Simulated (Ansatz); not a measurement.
# C3H8Si2: two geometries relaxed

Aim: relax the geometries before and after the shift of H7 from Si3 to C2, and see whether they are two minima and how far apart in energy. SMILES of the start: C#C[SiH](C)[SiH3].

Program: Ansatz 0.2.0. Level of theory: RKS B3LYP/def2-SVP. These are calculated values, not measurements.

## 1. The structure to begin with

Bond lengths: C1–C2 1.135 Å, C2–Si3 1.847 Å, Si3–C4 1.886 Å, Si3–Si5 2.325 Å, C1–H6 1.138 Å, Si3–H7 1.526 Å, C4–H8 1.098 Å, C4–H9 1.033 Å, C4–H10 1.160 Å, Si5–H11 1.455 Å, Si5–H12 1.478 Å, Si5–H13 1.428 Å. Angles (14 of 20 angles, heavy atoms first): C1–C2–Si3 179.2°, C2–Si3–C4 113.9°, C2–Si3–Si5 110.8°, C4–Si3–Si5 108.3°, C2–C1–H6 177.4°, C2–Si3–H7 110.6°, C4–Si3–H7 104.4°, Si5–Si3–H7 108.5°, Si3–C4–H8 110.1°, Si3–C4–H9 116.9°, Si3–C4–H10 108.0°, Si3–Si5–H11 110.3°, Si3–Si5–H12 108.8°, Si3–Si5–H13 110.4°.

Structure file:

```xyz
13

C    -2.3080    1.7968   -0.2703
C    -1.2901    1.3000   -0.2034
Si    0.3557    0.4689   -0.0858
C     0.8503   -0.0040    1.6721
Si    0.4099   -1.4471   -1.4019
H    -3.3055    2.3388   -0.3541
H     1.4652    1.4079   -0.5514
H     0.8279    0.8810    2.3218
H     1.7615   -0.4770    1.7896
H     0.0343   -0.7108    2.0968
H     0.1289   -1.1128   -2.7899
H    -0.5989   -2.4010   -0.8952
H     1.6893   -2.0754   -1.3137
```

## 2. End point A

File input.yaml:

```yaml
crystal:
  periodic: [false, false, false]
  atoms:
    - { symbol: C, position_ang: [-2.308, 1.7968, -0.2703] }
    - { symbol: C, position_ang: [-1.2901, 1.3, -0.2034] }
    - { symbol: Si, position_ang: [0.3557, 0.4689, -0.0858] }
    - { symbol: C, position_ang: [0.8503, -0.004, 1.6721] }
    - { symbol: Si, position_ang: [0.4099, -1.4471, -1.4019] }
    - { symbol: H, position_ang: [-3.3055, 2.3388, -0.3541] }
    - { symbol: H, position_ang: [1.4652, 1.4079, -0.5514] }
    - { symbol: H, position_ang: [0.8279, 0.881, 2.3218] }
    - { symbol: H, position_ang: [1.7615, -0.477, 1.7896] }
    - { symbol: H, position_ang: [0.0343, -0.7108, 2.0968] }
    - { symbol: H, position_ang: [0.1289, -1.1128, -2.7899] }
    - { symbol: H, position_ang: [-0.5989, -2.401, -0.8952] }
    - { symbol: H, position_ang: [1.6893, -2.0754, -1.3137] }
basis:
  gaussian: { orbitals: def2-SVP }
hamiltonian:
  xc: b3lyp
relax:
  f_tol: 0.02
  max_steps: 50
```

Launch:

```
ansatz run input.yaml --threads 2 --pin off --max-ram 3072MiB --backend cpu --events-out ev --progress --plain --runs-dir out
```

Log, cut to the lines that bear on the results:

```text
Warning: RAYON_NUM_THREADS=2 ignored (pool sized by the plan → 2); use --threads N
[...]
Functional definition: B3LYP
[...]
1278 factors; integrals over basis functions are off by at most 5.3e-4 eV
[...]
mean field -18988.22923265 eV, -697.8045536159 hartree, gradient 3.8e-5 eV, S^2 0.000000; 0 other end points of the search recorded, 0 dependent functions left out
[...]
reference -18988.22953259 eV, -697.8045646386 hartree; 27, 27 occupied and 91, 91 virtual orbitals, 1278 factors
relax step   1: F+E_penalty+E_count = -18988.22923265 eV  Δ(F+E_penalty+E_count) = +0.000e0 eV  max|allowed force component| = 1.166e1 eV/Å  Δτ_max = 0.0000 Å  (25 SCF iters, accepted)
[...]
relax step   4: F+E_penalty+E_count = -18989.00460039 eV  Δ(F+E_penalty+E_count) = -8.179e-3 eV  max|allowed force component| = 8.764e-2 eV/Å  Δτ_max = 0.0469 Å  (30 SCF iters, accepted)
[...]
relax step   5: F+E_penalty+E_count = -18989.00545793 eV  Δ(F+E_penalty+E_count) = -8.575e-4 eV  max|allowed force component| = 1.159e-2 eV/Å  Δτ_max = 0.0284 Å  (30 SCF iters, accepted)
1278 factors; integrals over basis functions are off by at most 6.1e-4 eV
mean field -18989.00545793 eV, -697.8330793686 hartree, gradient 8.1e-6 eV, S^2 0.000000; 1 other end points of the search recorded, 0 dependent functions left out
[...]
reference -18989.00576052 eV, -697.8330904889 hartree; 27, 27 occupied and 91, 91 virtual orbitals, 1278 factors
Total energy: -18989.00576052 eV, -697.8330904889 hartree
Atom 0 at    -2.318285     1.811363    -0.268115 Å, force    -0.000683    -0.007306    -0.003726 eV/Å
Atom 1 at    -1.222013     1.286223    -0.183715 Å, force    -0.008574     0.010298    -0.000232 eV/Å
Atom 2 at     0.421006     0.457788    -0.060189 Å, force     0.006418    -0.002965     0.000780 eV/Å
Atom 3 at     0.792887     0.026891     1.741586 Å, force     0.000930    -0.002641     0.011586 eV/Å
Atom 4 at     0.393224    -1.461250    -1.434429 Å, force    -0.005557    -0.000921    -0.005431 eV/Å
Atom 5 at    -3.283892     2.278079    -0.342376 Å, force     0.000784    -0.000514    -0.000690 eV/Å
Atom 6 at     1.451778     1.408231    -0.576648 Å, force     0.003932     0.001076    -0.000850 eV/Å
Atom 7 at     0.794102     0.938385     2.360009 Å, force     0.002528     0.003528     0.006888 eV/Å
Atom 8 at     1.780947    -0.452801     1.831269 Å, force    -0.002527     0.002059    -0.003978 eV/Å
Atom 9 at     0.034935    -0.661612     2.146999 Å, force     0.002536    -0.000828    -0.004204 eV/Å
Atom 10 at     0.095814    -1.096848    -2.851197 Å, force     0.000447     0.000864    -0.001885 eV/Å
Atom 11 at    -0.643619    -2.426398    -0.959612 Å, force    -0.001566    -0.001092     0.002030 eV/Å
Atom 12 at     1.723616    -2.142751    -1.388982 Å, force     0.001331    -0.001559    -0.000287 eV/Å
Dipole moment:    -0.037724     0.022792     0.164821 e Å
```

Wall time 20 s (2 threads of Intel Xeon Platinum 8488C (Sapphire Rapids), shared host); peak memory 0.29 GiB.

Relaxation path:

```tsv
step	energy from step 1 (eV)	largest force component (eV/Å)
1	0.0000	11.6619
2	-0.7370	0.9807
3	-0.7672	0.4519
4	-0.7754	0.0876
5	-0.7762	0.0116
```

Step 1 is the start.

After: Bond lengths: C1–C2 1.218 Å, C2–Si3 1.844 Å, Si3–C4 1.890 Å, Si3–Si5 2.361 Å, C1–H6 1.075 Å, Si3–H7 1.494 Å, C4–H8 1.101 Å, C4–H9 1.102 Å, C4–H10 1.101 Å, Si5–H11 1.493 Å, Si5–H12 1.494 Å, Si5–H13 1.495 Å. Angles (14 of 20 angles, heavy atoms first): C1–C2–Si3 178.8°, C2–Si3–C4 110.0°, C2–Si3–Si5 108.4°, C4–Si3–Si5 111.8°, C2–C1–H6 179.8°, C2–Si3–H7 107.8°, C4–Si3–H7 109.8°, Si5–Si3–H7 108.9°, Si3–C4–H8 110.3°, Si3–C4–H9 110.7°, Si3–C4–H10 111.0°, Si3–Si5–H11 110.9°, Si3–Si5–H12 110.4°, Si3–Si5–H13 110.0°.

## 3. Relaxing end B

The second end starts from a geometry with the move made by hand.

Edit input.yaml of step 2 so:

```diff
@@ -9,3 +9,3 @@
     - { symbol: H, position_ang: [-3.3055, 2.3388, -0.3541] }
-    - { symbol: H, position_ang: [1.4652, 1.4079, -0.5514] }
+    - { symbol: H, position_ang: [-0.52239, 2.00427, -0.52391] }
     - { symbol: H, position_ang: [0.8279, 0.881, 2.3218] }
@@ -23 +23,3 @@
   max_steps: 50
+output:
+  orbitals: {}
```

Launch:

```
ansatz run input.yaml --threads 2 --pin off --max-ram 3072MiB --backend cpu --events-out ev --progress --plain --runs-dir out
```

Log:

```text
Warning: RAYON_NUM_THREADS=2 ignored (pool sized by the plan → 2); use --threads N
The last accepted step is kept in <dir> (removed where the run ends without a failure and the disk answers)
Engine: ansatz 0.2.0, x86_64-unknown-linux-gnu
[... 1 set-up line as earlier in the session ...]
  parameter a0 = 0.2
  parameter ax = 0.72
  parameter ac = 0.81
  exchange = (1 - a0 - ax)*slater_x + ax*b88_x + a0*exact_x
  correlation = (1 - ac)*vwn_rpa_c + ac*lyp_c
1276 factors; integrals over basis functions are off by at most 5.3e-4 eV
mean field evaluation 1: about -18969.6764 eV, gradient 7.3e1 eV
mean field evaluation 2: about -18931.6815 eV, gradient 1.3e2 eV
mean field evaluation 4: about -18981.6905 eV, gradient 2.9e1 eV
mean field evaluation 8: about -18984.4706 eV, gradient 9.8e-2 eV
mean field evaluation 16: about -18984.4874 eV, gradient 4.6e-5 eV
mean field -18984.48737164 eV, -697.6670427600 hartree, gradient 4.6e-5 eV, S^2 0.000000; 0 other end points of the search recorded, 0 dependent functions left out
the calculation of the forces begins
reference -18984.48766436 eV, -697.6670535175 hartree; 27, 27 occupied and 91, 91 virtual orbitals, 1276 factors
relax step   1: F+E_penalty+E_count = -18984.48737164 eV  Δ(F+E_penalty+E_count) = +0.000e0 eV  max|allowed force component| = 1.477e1 eV/Å  Δτ_max = 0.0000 Å  (28 SCF iters, accepted)
these checks for a lower state are left out or cut short: starts, cluster_reference, orbital_swaps, neighbouring_geometries, increment
1276 factors; integrals over basis functions are off by at most 6.0e-4 eV
mean field -18985.86362890 eV, -697.7176192815 hartree, gradient 1.4e-5 eV, S^2 0.000000; 0 other end points of the search recorded, 0 dependent functions left out
the calculation of the forces begins
reference -18985.86392845 eV, -697.7176302899 hartree; 27, 27 occupied and 91, 91 virtual orbitals, 1276 factors
relax step   2: F+E_penalty+E_count = -18985.86362890 eV  Δ(F+E_penalty+E_count) = -1.376e0 eV  max|allowed force component| = 2.269e0 eV/Å  Δτ_max = 0.1931 Å  (31 SCF iters, accepted)
these checks for a lower state are left out or cut short: starts, cluster_reference, orbital_swaps, neighbouring_geometries, increment
1276 factors; integrals over basis functions are off by at most 5.9e-4 eV
mean field -18986.08964642 eV, -697.7259252721 hartree, gradient 2.6e-5 eV, S^2 0.000000; 0 other end points of the search recorded, 0 dependent functions left out
the calculation of the forces begins
reference -18986.08994576 eV, -697.7259362728 hartree; 27, 27 occupied and 91, 91 virtual orbitals, 1276 factors
relax step   3: F+E_penalty+E_count = -18986.08964642 eV  Δ(F+E_penalty+E_count) = -2.260e-1 eV  max|allowed force component| = 2.555e0 eV/Å  Δτ_max = 0.1644 Å  (31 SCF iters, accepted)
these checks for a lower state are left out or cut short: starts, cluster_reference, orbital_swaps, neighbouring_geometries, increment
1276 factors; integrals over basis functions are off by at most 8.1e-4 eV
mean field evaluation 32: about -18986.1202 eV, gradient 9.7e0 eV
mean field -18986.55195775 eV, -697.7429149003 hartree, gradient 1.0e-5 eV, S^2 0.000000; 0 other end points of the search recorded, 0 dependent functions left out
the calculation of the forces begins
reference -18986.55225684 eV, -697.7429258917 hartree; 27, 27 occupied and 91, 91 virtual orbitals, 1276 factors
relax step   4: F+E_penalty+E_count = -18986.55195775 eV  Δ(F+E_penalty+E_count) = -4.623e-1 eV  max|allowed force component| = 3.013e0 eV/Å  Δτ_max = 0.1999 Å  (31 SCF iters, accepted)
these checks for a lower state are left out or cut short: starts, cluster_reference, orbital_swaps, neighbouring_geometries, increment
1276 factors; integrals over basis functions are off by at most 7.3e-4 eV
mean field -18987.24608772 eV, -697.7684237060 hartree, gradient 2.3e-5 eV, S^2 0.000000; 0 other end points of the search recorded, 0 dependent functions left out
the calculation of the forces begins
reference -18987.24638703 eV, -697.7684347055 hartree; 27, 27 occupied and 91, 91 virtual orbitals, 1276 factors
relax step   5: F+E_penalty+E_count = -18987.24608772 eV  Δ(F+E_penalty+E_count) = -6.941e-1 eV  max|allowed force component| = 2.505e0 eV/Å  Δτ_max = 0.1953 Å  (29 SCF iters, accepted)
these checks for a lower state are left out or cut short: starts, cluster_reference, orbital_swaps, neighbouring_geometries, increment
1276 factors; integrals over basis functions are off by at most 6.9e-4 eV
mean field -18987.92618642 eV, -697.7934168724 hartree, gradient 1.3e-5 eV, S^2 0.000000; 0 other end points of the search recorded, 0 dependent functions left out
the calculation of the forces begins
reference -18987.92648630 eV, -697.7934278926 hartree; 27, 27 occupied and 91, 91 virtual orbitals, 1276 factors
relax step   6: F+E_penalty+E_count = -18987.92618642 eV  Δ(F+E_penalty+E_count) = -6.801e-1 eV  max|allowed force component| = 1.964e0 eV/Å  Δτ_max = 0.1962 Å  (31 SCF iters, accepted)
these checks for a lower state are left out or cut short: starts, cluster_reference, orbital_swaps, neighbouring_geometries, increment
1276 factors; integrals over basis functions are off by at most 6.3e-4 eV
mean field -18988.42391378 eV, -697.8117080153 hartree, gradient 1.8e-5 eV, S^2 0.000000; 0 other end points of the search recorded, 0 dependent functions left out
the calculation of the forces begins
reference -18988.42421386 eV, -697.8117190431 hartree; 27, 27 occupied and 91, 91 virtual orbitals, 1276 factors
relax step   7: F+E_penalty+E_count = -18988.42391378 eV  Δ(F+E_penalty+E_count) = -4.977e-1 eV  max|allowed force component| = 1.250e0 eV/Å  Δτ_max = 0.1931 Å  (29 SCF iters, accepted)
these checks for a lower state are left out or cut short: starts, cluster_reference, orbital_swaps, neighbouring_geometries, increment
1276 factors; integrals over basis functions are off by at most 6.3e-4 eV
mean field evaluation 64: about -18988.7085 eV, gradient 2.5e-4 eV
mean field -18988.70850329 eV, -697.8221664871 hartree, gradient 1.6e-5 eV, S^2 0.000000; 0 other end points of the search recorded, 0 dependent functions left out
the calculation of the forces begins
reference -18988.70880202 eV, -697.8221774650 hartree; 27, 27 occupied and 91, 91 virtual orbitals, 1276 factors
relax step   8: F+E_penalty+E_count = -18988.70850329 eV  Δ(F+E_penalty+E_count) = -2.846e-1 eV  max|allowed force component| = 7.588e-1 eV/Å  Δτ_max = 0.1997 Å  (28 SCF iters, accepted)
these checks for a lower state are left out or cut short: starts, cluster_reference, orbital_swaps, neighbouring_geometries, increment
1276 factors; integrals over basis functions are off by at most 6.6e-4 eV
mean field -18988.88239439 eV, -697.8285568671 hartree, gradient 1.2e-5 eV, S^2 0.000000; 0 other end points of the search recorded, 0 dependent functions left out
the calculation of the forces begins
reference -18988.88269379 eV, -697.8285678700 hartree; 27, 27 occupied and 91, 91 virtual orbitals, 1276 factors
relax step   9: F+E_penalty+E_count = -18988.88239439 eV  Δ(F+E_penalty+E_count) = -1.739e-1 eV  max|allowed force component| = 4.128e-1 eV/Å  Δτ_max = 0.1998 Å  (30 SCF iters, accepted)
these checks for a lower state are left out or cut short: starts, cluster_reference, orbital_swaps, neighbouring_geometries, increment
1276 factors; integrals over basis functions are off by at most 6.8e-4 eV
mean field -18988.97755877 eV, -697.8320540935 hartree, gradient 2.4e-5 eV, S^2 0.000000; 0 other end points of the search recorded, 0 dependent functions left out
the calculation of the forces begins
reference -18988.97785899 eV, -697.8320651263 hartree; 27, 27 occupied and 91, 91 virtual orbitals, 1276 factors
relax step  10: F+E_penalty+E_count = -18988.97755877 eV  Δ(F+E_penalty+E_count) = -9.516e-2 eV  max|allowed force component| = 1.684e-1 eV/Å  Δτ_max = 0.1998 Å  (28 SCF iters, accepted)
these checks for a lower state are left out or cut short: starts, cluster_reference, orbital_swaps, neighbouring_geometries, increment
1276 factors; integrals over basis functions are off by at most 6.6e-4 eV
mean field -18989.00335954 eV, -697.8330022544 hartree, gradient 2.5e-5 eV, S^2 0.000000; 0 other end points of the search recorded, 0 dependent functions left out
the calculation of the forces begins
reference -18989.00366037 eV, -697.8330133097 hartree; 27, 27 occupied and 91, 91 virtual orbitals, 1276 factors
relax step  11: F+E_penalty+E_count = -18989.00335954 eV  Δ(F+E_penalty+E_count) = -2.580e-2 eV  max|allowed force component| = 2.872e-1 eV/Å  Δτ_max = 0.1755 Å  (28 SCF iters, accepted)
these checks for a lower state are left out or cut short: starts, cluster_reference, orbital_swaps, neighbouring_geometries, increment
1276 factors; integrals over basis functions are off by at most 6.6e-4 eV
mean field -18989.00541240 eV, -697.8330776955 hartree, gradient 8.1e-6 eV, S^2 0.000000; 0 other end points of the search recorded, 0 dependent functions left out
the calculation of the forces begins
reference -18989.00571344 eV, -697.8330887587 hartree; 27, 27 occupied and 91, 91 virtual orbitals, 1276 factors
relax step  12: F+E_penalty+E_count = -18989.00541240 eV  Δ(F+E_penalty+E_count) = -2.053e-3 eV  max|allowed force component| = 1.436e-2 eV/Å  Δτ_max = 0.0179 Å  (31 SCF iters, accepted)
1276 factors; integrals over basis functions are off by at most 6.6e-4 eV
mean field evaluation 96: about -18989.0054 eV, gradient 8.1e-6 eV
mean field -18989.00541240 eV, -697.8330776955 hartree, gradient 8.1e-6 eV, S^2 0.000000; 1 other end points of the search recorded, 0 dependent functions left out
the calculation of the forces begins
reference -18989.00571344 eV, -697.8330887587 hartree; 27, 27 occupied and 91, 91 virtual orbitals, 1276 factors
Total energy: -18989.00571344 eV, -697.8330887587 hartree
Atom 0 at    -2.613499     1.663198    -0.180003 Å, force     0.001256    -0.002863     0.001301 eV/Å
Atom 1 at    -1.473724     1.235317    -0.128814 Å, force     0.009986    -0.004061    -0.003516 eV/Å
Atom 2 at     0.233259     0.537059    -0.064561 Å, force    -0.001136     0.014355    -0.002680 eV/Å
Atom 3 at     0.702041     0.127929     1.719914 Å, force     0.002820    -0.003738     0.002696 eV/Å
Atom 4 at     0.294823    -1.370098    -1.456020 Å, force     0.002992     0.000909     0.005804 eV/Å
Atom 5 at    -3.617791     2.044385    -0.223858 Å, force     0.003274     0.001150    -0.000858 eV/Å
Atom 6 at     1.171842     1.566036    -0.607326 Å, force    -0.006942    -0.004547    -0.001544 eV/Å
Atom 7 at     0.657142     1.033255     2.346414 Å, force    -0.002336    -0.007894    -0.003905 eV/Å
Atom 8 at     1.727410    -0.273784     1.766540 Å, force    -0.010636     0.001118     0.002583 eV/Å
Atom 9 at     0.015633    -0.620546     2.146115 Å, force     0.007202     0.003115     0.001902 eV/Å
Atom 10 at    -0.025696    -1.004978    -2.867776 Å, force    -0.002152    -0.002462     0.001694 eV/Å
Atom 11 at    -0.694514    -2.385890    -0.984901 Å, force     0.003720    -0.000537    -0.002346 eV/Å
Atom 12 at     1.655983    -1.990213    -1.423634 Å, force    -0.008048     0.005454    -0.001132 eV/Å
Dipole moment:    -0.032658     0.015811     0.164964 e Å
```

Wall time 44 s (2 threads of Intel Xeon Platinum 8488C (Sapphire Rapids), shared host); peak memory 0.29 GiB.

The steps of the relaxation:

```tsv
step	energy from step 1 (eV)	largest force component (eV/Å)
1	0.0000	14.7668
2	-1.3763	2.2693
3	-1.6023	2.5549
4	-2.0646	3.0134
5	-2.7587	2.5054
6	-3.4388	1.9636
7	-3.9365	1.2505
8	-4.2211	0.7588
9	-4.3950	0.4128
10	-4.4902	0.1684
11	-4.5160	0.2872
12	-4.5180	0.0144
```

Step 1 is the start.

After: Bond lengths: C1–C2 1.219 Å, C2–Si3 1.845 Å, Si3–C4 1.890 Å, Si3–Si5 2.362 Å, C1–H6 1.075 Å, Si3–H7 1.495 Å, C4–H8 1.102 Å, C4–H9 1.102 Å, C4–H10 1.101 Å, Si5–H11 1.493 Å, Si5–H12 1.494 Å, Si5–H13 1.496 Å. Angles (14 of 20 angles, heavy atoms first): C1–C2–Si3 178.3°, C2–Si3–C4 110.1°, C2–Si3–Si5 108.0°, C4–Si3–Si5 112.0°, C2–C1–H6 179.8°, C2–Si3–H7 107.9°, C4–Si3–H7 109.6°, Si5–Si3–H7 109.0°, Si3–C4–H8 110.4°, Si3–C4–H9 110.5°, Si3–C4–H10 111.0°, Si3–Si5–H11 110.7°, Si3–Si5–H12 110.2°, Si3–Si5–H13 110.2°.

Pairs that crossed the distance rule for bonds on the way: came closer Si3–H7; moved apart C2–H7.

## 4. What came out

| quantity | value |
| --- | --- |
| end A | 4 moves, 0.776 eV lower |
| end B | 11 moves, 4.518 eV lower |
| largest difference between the ends | 0.07 Å |
| end B relative to end A | +0.000 eV |

Both starts fell into the same minimum (no atom differs by more than 0.07 Å), so from this start no second minimum was found and no band was run; another arrangement could still be one.
